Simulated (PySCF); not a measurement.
# ZrOF₂: relaxation and vibrations of the singlet

Where does singlet ZrOF₂ go from a trigonal pyramidal start, is the end point a minimum, and what are its modes, charges and moments?

The runs use PySCF 2.14.0; PBE0, basis Zr def2-TZVP with ECP28, O def2-TZVP, F def2-TZVP, scalar-relativistic core potentials, no spin–orbit coupling, density fitting.

**1. The system as given**

4 atoms, charge 0, spin multiplicity 1.

Bond lengths: Zr1–O2 1.840 Å, Zr1–F3 2.180 Å, Zr1–F4 2.180 Å. Angles: O2–Zr1–F3 99.8°, O2–Zr1–F4 99.8°, F3–Zr1–F4 99.8°.

```xyz
4
charge 0 multiplicity 1
Zr    0.0000   -0.3736    0.0000
O    -1.7629    0.1535    0.0000
F     0.7421    0.8193    1.6669
F     0.7421    0.8193   -1.6669
```

**2. Finding the electronic state**

The steps below are one call of a driver around PySCF. For each, scf.py gives the equivalent set-up of the SCF; relaxations use the driver's own optimiser. After this first run the driver tries any further starts and a stability analysis.

Input file scf.py:

```python
from pyscf import gto, scf, dft
mol = gto.M(atom='''
Zr    -0.000000    -0.373560    -0.000000
O     -1.762900     0.153520     0.000010
F      0.742100     0.819270     1.666930
F      0.742100     0.819260    -1.666910''',
    basis={'Zr': 'def2-TZVP', 'O': 'def2-TZVP', 'F': 'def2-TZVP'},
    ecp={'Zr': 'def2-TZVP'},
    charge=0, spin=0)
mf = dft.RKS(mol, xc='PBE0')
mf.grids.atom_grid = (50, 194)
aux = {'Zr': 'def2-universal-JKFIT', 'O': 'def2-universal-JKFIT', 'F': 'def2-universal-JKFIT'}
mf = mf.density_fit(auxbasis=aux)
mf.conv_tol = 1e-08
mf.diis_space = 10
mf.max_cycle = 60
mf.init_guess = 'minao'
mf.verbose = 4
mf.kernel()
```

Command:

```sh
$ OMP_NUM_THREADS=4 python axn.py task.json out
```

The program printed:

```text
init E= -316.111542157702
  HOMO = -0.650526647063471  LUMO = -0.437177501868109  gap/eV = 5.80553
cycle= 1 E= -321.71494893378  delta_E= -5.6  |g|= 1.08  |ddm|= 4.44
  HOMO = -0.160654873248035  LUMO = -0.144522303326744  gap/eV = 0.43899
cycle= 2 E= -319.605799969469  delta_E= 2.11  |g|= 3.42  |ddm|= 2.14
  HOMO = -0.306744417285757  LUMO = -0.0971779816426483  gap/eV = 5.70259
cycle= 3 E= -321.832792376265  delta_E= -2.23  |g|= 0.657  |ddm|= 1.87
  HOMO = -0.30340730576147  LUMO = -0.139497015127994  gap/eV = 4.46023
cycle= 4 E= -321.902059839413  delta_E= -0.0693  |g|= 0.419  |ddm|= 0.561
  HOMO = -0.335221656036962  LUMO = -0.152327014052311  gap/eV = 4.97682
cycle= 5 E= -321.929765367671  delta_E= -0.0277  |g|= 0.146  |ddm|= 0.21
  HOMO = -0.329469524507032  LUMO = -0.144283871800777  gap/eV = 5.03916
cycle= 6 E= -321.93353428573  delta_E= -0.00377  |g|= 0.0481  |ddm|= 0.0784
  HOMO = -0.332380847464406  LUMO = -0.142825183423927  gap/eV = 5.15807
cycle= 7 E= -321.934010251681  delta_E= -0.000476  |g|= 0.0123  |ddm|= 0.0204
  HOMO = -0.333509078130476  LUMO = -0.142765039347932  gap/eV = 5.19041
cycle= 8 E= -321.934040031984  delta_E= -2.98e-05  |g|= 0.00109  |ddm|= 0.00644
  HOMO = -0.333455222016134  LUMO = -0.142790456573973  gap/eV = 5.18825
cycle= 9 E= -321.934040314748  delta_E= -2.83e-07  |g|= 0.000149  |ddm|= 0.000687
  HOMO = -0.333461908754865  LUMO = -0.142805459046187  gap/eV = 5.18803
cycle= 10 E= -321.934040321983  delta_E= -7.24e-09  |g|= 3.58e-05  |ddm|= 0.000141
  HOMO = -0.333461913422103  LUMO = -0.142804458256396  gap/eV = 5.18805
Extra cycle  E= -321.934040322183  delta_E= -1.99e-10  |g|= 4.6e-05  |ddm|= 5.49e-05
converged SCF energy = -321.934040322183
```

This step, with its further starts and checks, ran for 10 s (4 threads of Arm Neoverse V2, shared host).

Energies from each starting density:

| start | energy (Eh) |
| --- | --- |
| the minimal-basis guess | -321.934040 |
| a thermally smeared density | -321.934040 |
| a smeared PBE density | -321.934040 |

The test of internal stability and the other starts found no lower closed-shell solution.

**3. Relaxing the singlet from the trigonal pyramidal start**

The program finds Cs symmetry in the start, which this walk keeps. Threshold on the gradient: 0.0003 Eh/bohr, with a further test on the energy change.

scf.py, as its differences from that of step 2:

```diff
@@ -3,4 +3,4 @@
-Zr    -0.000000    -0.373560    -0.000000
-O     -1.762900     0.153520     0.000010
-F      0.742100     0.819270     1.666930
-F      0.742100     0.819260    -1.666910''',
+Zr     0.000000    -0.373561     0.000000
+O     -1.762900     0.153519     0.000000
+F      0.742100     0.819265     1.666919
+F      0.742100     0.819263    -1.666921''',
@@ -17 +16,0 @@
-mf.init_guess = 'minao'
```

Energy and gradient, step by step:

| step | energy (Eh) | change (kJ/mol) | largest symmetric gradient (Eh/bohr) |
| --- | --- | --- | --- |
| 0 | -321.934040 | 0.00 | 0.13936 |
| 1 | -321.990997 | -149.54 | 0.05202 |
| 2 | -321.999309 | -171.36 | 0.02004 |
| 3 | -322.001449 | -176.98 | 0.01722 |
| 4 | -322.001896 | -178.15 | 0.00569 |
| 5 | -322.002191 | -178.93 | 0.00161 |
| 6 | -322.002362 | -179.38 | 0.00100 |
| 7 | -322.002376 | -179.41 | 0.00038 |
| 8 | -322.002376 | -179.42 | 0.00004 |

The walk took 20 s.

Positions (Å) and forces (eV/Å) along the way:

```
step 0
Zr   0.000  -0.374   0.000  -2.678   7.166   0.000
O   -1.763   0.154   0.000   4.690  -2.139   0.000
F    0.742   0.819   1.667  -1.006  -2.514  -2.673
F    0.742   0.819  -1.667  -1.006  -2.514   2.673
step 1
Zr  -0.019  -0.196   0.000   1.356   2.675   0.000
O   -1.715   0.105   0.000  -0.112  -0.300   0.000
F    0.728   0.755   1.620  -0.622  -1.188  -1.456
F    0.728   0.755  -1.620  -0.622  -1.188   1.456
step 4
Zr   0.001  -0.047   0.000  -0.014   0.292   0.000
O   -1.732   0.064   0.000   0.075  -0.073   0.000
F    0.726   0.701   1.628  -0.030  -0.110  -0.067
F    0.726   0.701  -1.628  -0.030  -0.110   0.067
step 8
Zr   0.009   0.043   0.000   0.001   0.002   0.000
O   -1.726   0.041   0.000   0.001  -0.006   0.000
F    0.719   0.667   1.688  -0.001   0.002  -0.002
F    0.719   0.667  -1.688  -0.001   0.002   0.002
```

End point (Cs, 8 steps, 179.4 kJ/mol gained): Zr–F 1.934 Å (×2), Zr–O 1.735 Å; F–Zr–F 121.5°, F–Zr–O 111.6° (×2).

**4. Vibrations and properties at this point**

On the finer grid the gradient is checked again; gradients at displacements of ±0.02 bohr then give force constants and infrared intensities.

scf.py, as its differences from that of step 3:

```diff
@@ -3,4 +3,4 @@
-Zr     0.000000    -0.373561     0.000000
-O     -1.762900     0.153519     0.000000
-F      0.742100     0.819265     1.666919
-F      0.742100     0.819263    -1.666921''',
+Zr     0.000604    -0.175288     0.000000
+O     -1.734915    -0.165766     0.000000
+F      0.720368     0.464431     1.676812
+F      0.720367     0.464429    -1.676813''',
@@ -11 +11 @@
-mf.grids.atom_grid = (50, 194)
+mf.grids.atom_grid = (75, 302)
@@ -14 +14 @@
-mf.conv_tol = 1e-08
+mf.conv_tol = 1e-10
```

The driver hands on the density of the step before, so the log starts near convergence.

Log of the central SCF (cycles and frontier levels):

```text
init E= -322.002401474721
  HOMO = -0.327147124778793  LUMO = -0.11624486414081  gap/eV = 5.73894
cycle= 1 E= -322.002401474688  delta_E= 3.36e-11  |g|= 1.73e-05  |ddm|= 1.11e-05
  HOMO = -0.327146648581425  LUMO = -0.116246150562841  gap/eV = 5.73889
cycle= 2 E= -322.002401474557  delta_E= 1.3e-10  |g|= 3.35e-05  |ddm|= 2.14e-05
  HOMO = -0.327147407875669  LUMO = -0.11624523896635  gap/eV = 5.73894
cycle= 3 E= -322.00240147473  delta_E= -1.73e-10  |g|= 4.17e-06  |ddm|= 1.46e-05
  HOMO = -0.327147078486489  LUMO = -0.1162452928011  gap/eV = 5.73893
cycle= 4 E= -322.002401474734  delta_E= -3.52e-12  |g|= 3.06e-08  |ddm|= 1.87e-06
  HOMO = -0.327147079595897  LUMO = -0.116245288400091  gap/eV = 5.73893
Extra cycle  E= -322.002401474734  delta_E= -5.68e-14  |g|= 3.73e-08  |ddm|= 3.95e-08
converged SCF energy = -322.002401474734
```

The whole step took 56 s.

Geometry: Cs; Zr–F 1.934 Å (×2), Zr–O 1.736 Å; F–Zr–F 120.3°, F–Zr–O 111.7° (×2).

Modes, for the most abundant isotopes:

```json
{"symmetry": "a'", "ω (cm⁻¹)": "106", "IR (km/mol)": "77.9", "μ (u)": "24.19", "type": "bend"}
{"symmetry": "a'", "ω (cm⁻¹)": "180", "IR (km/mol)": "18.4", "μ (u)": "20.95", "type": "bend"}
{"symmetry": "a''", "ω (cm⁻¹)": "240", "IR (km/mol)": "10.9", "μ (u)": "18.03", "type": "bend"}
{"symmetry": "a'", "ω (cm⁻¹)": "628", "IR (km/mol)": "99.8", "μ (u)": "20.64", "type": "stretch"}
{"symmetry": "a''", "ω (cm⁻¹)": "653", "IR (km/mol)": "236", "μ (u)": "24.25", "type": "stretch"}
{"symmetry": "a'", "ω (cm⁻¹)": "984", "IR (km/mol)": "220", "μ (u)": "18.26", "type": "stretch"}
```

All wavenumbers are real: a minimum.

Constants and moments:

* Dipole moment: 4.40 D
* Highest occupied level: -8.90 eV
* Lowest empty level: -3.16 eV
* Rotational constants: 0.2127, 0.1487, 0.09387 cm⁻¹
* Zero-point energy: 16.7 kJ/mol
* Principal polarisabilities: 21.7, 32.9, 40.6 bohr³
* Atomisation energy without zero-point energy: 1968 kJ/mol
* Principal traceless quadrupole moments about the centre of mass: -7.58, -7.45, 15.03 D Å
* Entropy at 298.15 K and 1 bar: 313.7 J/(mol K)
* Heat capacity Cp at 298.15 K: 66.2 J/(mol K)
* Enthalpy at 298.15 K above 0 K: 15.52 kJ/mol
* Rotational symmetry number: 1

Charges (e) and bond orders:

| atom | Mulliken | Löwdin | polar tensor | Mayer order to Zr1 |
| --- | --- | --- | --- | --- |
| Zr1 | 1.59 | 0.93 | 2.54 | – |
| O2 | -0.60 | -0.34 | -0.98 | 2.07 |
| F3,4 | -0.50 | -0.29 | -0.78 | 0.84 |

Mulliken populations on Zr1 (outside its core potential): s 2.09, p 6.18, d 2.00, f 0.14.

**5. Stability of the closed shell**

At the lowest minimum the closed shell is tested against spin polarisation, on the (50, 194) grid. It is stable.

**6. What came out**

```
                                 quantity                                                               value
                                  minimum                                                         singlet, Cs
                                 geometry  Zr–F 1.934 Å (×2), Zr–O 1.736 Å; F–Zr–F 120.3°, F–Zr–O 111.7° (×2)
                       wavenumbers (cm⁻¹)        106 (a'), 180 (a'), 240 (a''), 628 (a'), 653 (a''), 984 (a')
                            dipole moment                                                              4.40 D
     highest occupied, lowest empty level                                                     -8.90, -3.16 eV
               polar-tensor charge of Zr1                                                             +2.54 e
                        zero-point energy                                                         16.7 kJ/mol
                      entropy at 298.15 K                                                     313.7 J/(mol K)
atomisation energy (no zero-point energy)                                                         1968 kJ/mol
```

In words: The trigonal pyramidal start keeps its Cs symmetry and ends in a minimum. The strongest infrared band lies at 653 cm⁻¹ (a'', stretch). Other starts or spin states, not run here, may lie lower.

The search up to here ran for 91 s (4 threads of Arm Neoverse V2, shared host).
